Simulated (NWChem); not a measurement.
# One shape, several levels: B2NH5Cl− (SMILES [BH3-]B(N)Cl)

We compute a comparison of 3 runs (HF/STO-3G, HF/3-21G, B3LYP/6-31G*) of B2NH5Cl−. 

The results are computed with NWChem 7.3.0.

### 1 The system as given

B2NH5Cl− has 9 atoms, charge -1, and is taken as a singlet. As SMILES, `[BH3-]B(N)Cl`. The coordinates come from a GFN2-xTB relaxation.

Bond lengths: B1–B2 1.690 Å, B2–N3 1.403 Å, B2–Cl4 1.807 Å, B1–H5 1.223 Å, B1–H6 1.233 Å, B1–H7 1.231 Å, N3–H8 1.012 Å, N3–H9 1.005 Å. Some angles: B1–B2–N3 124.9°, B1–B2–Cl4 126.8°, N3–B2–Cl4 108.3°, B2–B1–H5 114.8°, B2–B1–H6 110.2°, B2–B1–H7 108.7°, B2–N3–H8 125.3°, B2–N3–H9 121.1°, H5–B1–H6 108.3°, H5–B1–H7 107.5°.

### 2 Energy and forces at HF/STO-3G (run 1)

nw.xyz reads:

```xyz
9
B2ClH5N hf
B     -0.090960     1.111040    -0.647550
B     -0.143450    -0.509790    -0.171610
N      0.209640    -0.983840     1.100460
Cl    -0.571110    -1.928250    -1.205850
H     -0.959800     1.441110    -1.442020
H     -0.168000     1.847600     0.338120
H      0.997310     1.332020    -1.177660
H      0.235650    -1.957010     1.375140
H      0.490730    -0.352880     1.830980
```

run.py reads:

```python
from ase.io import read
from ase.calculators.nwchem import NWChem

system = read('nw.xyz')

calc = NWChem(
    label='nw',
    theory='scf',
    memory='2200 mb',
    basis='STO-3G',
    basispar='spherical bse',
    charge=-1,
    scf={'nopen': '0', 'rhf': None, 'thresh': '1e-08', 'maxiter': '80'},
)
system.calc = calc

forces = system.get_forces()
e = system.get_potential_energy()
print(f"E = {e:.6f} eV")
print("forces (eV/A):")
for s, f in zip(system.symbols, forces):
    print(f"{s:2s} {f[0]:10.5f} {f[1]:10.5f} {f[2]:10.5f}")
print("dipole (e A):", system.get_dipole_moment().round(4))
```

Started as:

```
$ export ASE_NWCHEM_COMMAND="nwchem PREFIX.nwi > PREFIX.nwo"
$ python run.py
```

The log of the run:

```text
E = -15237.058392 eV
forces (eV/A):
B     0.28282    2.15227   -0.48321
B     0.44336    1.31445    0.93742
N    -0.17828    0.06114   -0.47257
Cl   -0.46789   -1.27213   -1.15895
H     0.94154   -0.67111    0.98828
H     0.06397   -1.13607   -1.14980
H    -1.29609   -0.49535    0.67579
H     0.02365   -0.32648    0.16676
H     0.18692    0.37327    0.49627
dipole (e A): [ 0.293  -0.4715  1.1078]
```

The calculator wrote nw.nwi:

```
title "nw"

permanent_dir nw

scratch_dir nw

start nw

geometry units angstrom nocenter noautosym noautoz
  B  -9.0959999999999999e-02 1.1110400000000000e+00 -6.4754999999999996e-01
  B  -1.4344999999999999e-01 -5.0978999999999997e-01 -1.7161000000000001e-01
  N  2.0963999999999999e-01 -9.8384000000000005e-01 1.1004600000000000e+00
  Cl -5.7111000000000001e-01 -1.9282500000000000e+00 -1.2058500000000001e+00
  H  -9.5979999999999999e-01 1.4411099999999999e+00 -1.4420200000000001e+00
  H  -1.6800000000000001e-01 1.8475999999999999e+00 3.3811999999999998e-01
  H  9.9731000000000003e-01 1.3320200000000000e+00 -1.1776599999999999e+00
  H  2.3565000000000000e-01 -1.9570099999999999e+00 1.3751400000000000e+00
  H  4.9073000000000000e-01 -3.5288000000000003e-01 1.8309800000000001e+00
end

charge -1

memory 2200 mb

basis spherical bse noprint
   * library STO-3G
end

scf
  nopen 0
  rhf
  thresh 1e-08
  maxiter 80
end

task scf gradient
```

nw.nwo:

```text
Northwest Computational Chemistry Package (NWChem) 7.3.0
             --------------------------------------------------------

           Job information
           ---------------

    nwchem branch   = 7.3.0
    use scalapack   = T
    input           = nw.nwi
    prefix          = nw.
    data base       = nw/nw.db
    status          = startup
    nproc           =        1

           Memory information
           ------------------

[... 5 lines left out ...]
    hardfail = no
[... 137 lines left out ...]
         Quadratically convergent ROHF
[... 14 lines left out ...]
       Final RHF  results
[... 4 lines left out ...]
      Two-electron energy =    351.484969905549
[... 38 lines left out ...]
                       ROHF Final Molecular Orbital Analysis
[... 219 lines left out ...]
                 ----------------------------------------
                 |  Time  |  1-e(secs)   |  2-e(secs)   |
                 ----------------------------------------
                 |  CPU   |       0.00   |       0.29   |
                 ----------------------------------------
                 |  WALL  |       0.00   |       0.29   |
                 ----------------------------------------

 Task  times  cpu:        1.6s     wall:        1.6s
 Total times  cpu:        1.6s     wall:        1.6s
```

It took 2.7 s on 1 thread of Intel Xeon Platinum 8559C (Emerald Rapids), shared host; peak memory 0.099 GiB.

### 3 Energy and gradient at HF/3-21G (run 2)

nw.nw reads:

```
start nw
title "B2ClH5N gradient"
memory stack 880 mb heap 220 mb global 1100 mb
charge -1
geometry units angstroms noautosym nocenter noautoz
  B     -0.090960     1.111040    -0.647550
  B     -0.143450    -0.509790    -0.171610
  N      0.209640    -0.983840     1.100460
  Cl    -0.571110    -1.928250    -1.205850
  H     -0.959800     1.441110    -1.442020
  H     -0.168000     1.847600     0.338120
  H      0.997310     1.332020    -1.177660
  H      0.235650    -1.957010     1.375140
  H      0.490730    -0.352880     1.830980
end
basis spherical bse
  * library 3-21G
end
scf
  thresh 1e-08
  maxiter 80
end
task scf gradient
```

Started as:

```
$ nwchem nw.nw > nw.out
```

The log of the run:

```text
[...]
  functions       =    50
[...]
  wavefunction    = RHF
[...]
         Total SCF energy =   -563.503812713877
      One-electron energy =  -1043.665095249363
      Two-electron energy =    349.311978154218
 Nuclear repulsion energy =    130.849304381268
        Time for solution =      1.4s
[...]
                         RHF ENERGY GRADIENTS
    atom               coordinates                        gradient
                 x          y          z           x          y          z
   1 B      -0.171889   2.099561  -1.223692    0.001875  -0.006999   0.004512
   2 B      -0.271081  -0.963363  -0.324296   -0.008098  -0.034045  -0.016713
   3 N       0.396162  -1.859188   2.079568   -0.008942   0.012696  -0.031171
   4 Cl     -1.079241  -3.643864  -2.278726    0.012639   0.034701   0.032673
   5 H      -1.813759   2.723303  -2.725023    0.003025   0.001063   0.002274
   6 H      -0.317474   3.491458   0.638954   -0.000297  -0.000113  -0.003962
   7 H       1.884643   2.517153  -2.225455   -0.003712   0.001138   0.001427
   8 H       0.445314  -3.698213   2.598638    0.001155  -0.008069   0.004598
   9 H       0.927345  -0.666847   3.460050    0.002356  -0.000372   0.006362
[...]
```

It took 2.4 s on 1 thread of Intel Xeon Platinum 8559C (Emerald Rapids), shared host; peak memory 0.099 GiB.

### 4 Energy and gradient at B3LYP/6-31G(d) (Cartesian functions) (run 3)

sp.xyz reads:

```xyz
9

B     -0.090960     1.111040    -0.647550
B     -0.143450    -0.509790    -0.171610
N      0.209640    -0.983840     1.100460
Cl    -0.571110    -1.928250    -1.205850
H     -0.959800     1.441110    -1.442020
H     -0.168000     1.847600     0.338120
H      0.997310     1.332020    -1.177660
H      0.235650    -1.957010     1.375140
H      0.490730    -0.352880     1.830980
```

sp.nw reads:

```
start sp
memory 2200 mb
charge -1
geometry units angstrom noautosym nocenter noautoz
 load sp.xyz
end
basis cartesian
 * library 6-31G*
end
dft
 xc b3lyp
 grid xfine
 convergence energy 1e-08
 maxiter 100
 mulliken
 print medium
end
task dft gradient
```

Started as:

```
$ nwchem sp.nw > sp.out
```

The log of the run:

```text
[...]
          Wavefunction type:  closed shell.
          No. of atoms     :     9
          No. of electrons :    40
[...]
          Charge           :    -1
          Spin multiplicity:     1
[...]
          AO basis - number of functions:    74
[...]
              XC Information
              --------------
                         B3LYP Method XC Potential
                     Hartree-Fock (Exact) Exchange  0.200
                        Slater Exchange Functional  0.800 local
                    Becke 1988 Exchange Functional  0.720 non-local
              Lee-Yang-Parr Correlation Functional  0.810
                  VWN I RPA Correlation Functional  0.190 local
[...]
 d= 0,ls=0.0,diis     1   -567.6251516595 -6.98D+02  2.42D-02  9.25D-01     3.1
[...]
 d= 0,ls=0.0,diis    10   -567.7556206101 -6.07D-10  3.05D-07  7.36D-10    26.9
         Total DFT energy =     -567.755620610054
      One electron energy =    -1047.427659530755
           Coulomb energy =      394.303672069746
    Exchange-Corr. energy =      -45.480937530312
 Nuclear repulsion energy =      130.849304381268
[...]
      Total Density - Mulliken Population Analysis
     ---------------------------------------------
    Atom       Charge   Shell Charges
 -----------   ------   -------------------------------------------------------
    1 B    5     5.18   1.99  0.50  1.60  0.25  0.78  0.06
    2 B    5     4.70   1.99  0.57  1.37  0.39  0.29  0.08
    3 N    7     7.74   1.99  0.77  2.55  0.80  1.60  0.01
    4 Cl  17    17.38   2.00  1.99  5.97  1.44  3.65  0.56  1.80 -0.03
    5 H    1     1.17   0.51  0.66
    6 H    1     1.21   0.51  0.70
    7 H    1     1.18   0.51  0.67
    8 H    1     0.74   0.51  0.22
    9 H    1     0.71   0.51  0.20
[...]
  wavefunction    = closed shell
[...]
```

Run time: 33 s. Hardware: 1 thread of Intel Xeon Platinum 8559C (Emerald Rapids), shared host; peak memory 0.14 GiB.

### 5 Overview of the runs

| run | level | Cartesian functions | iteration cap | energy (Eh) | HOMO energy (eV) | LUMO energy (eV) | HOMO–LUMO gap (eV) | wall time |
| --- | --- | --- | --- | --- | --- | --- | --- | --- |
| 1 | HF/STO-3G | no | 80 | -559.951572 | -2.15 | 14.70 | 16.85 | 2.7 s |
| 2 | HF/3-21G | no | 80 | -563.503813 | -4.67 | 10.18 | 14.86 | 2.4 s |
| 3 | B3LYP/6-31G* (Cartesian functions) | yes | 100 | -567.755621 | -1.04 | 6.24 | 7.29 | 33 s |

### 6 Summary of results

| quantity | value |
| --- | --- |
| run 3: total energy | -567.75562 Eh |
| run 3: HOMO energy | -1.04 eV |
| run 3: LUMO energy | 6.24 eV |
| run 3: HOMO–LUMO gap (to an unbound level, set by the basis) | 7.29 eV |
| run 3: largest force on an atom | 1.529 eV/Å |

In words: The HOMO–LUMO gap runs from 7.29 eV (B3LYP/6-31G*) to 16.85 eV (HF/STO-3G). The two ends differ in method and basis. The empty levels of an anion lie above zero and hang on the basis. In run 1 the basis is minimal, so the values are rough. All runs together took 38 s, the longest 33 s.
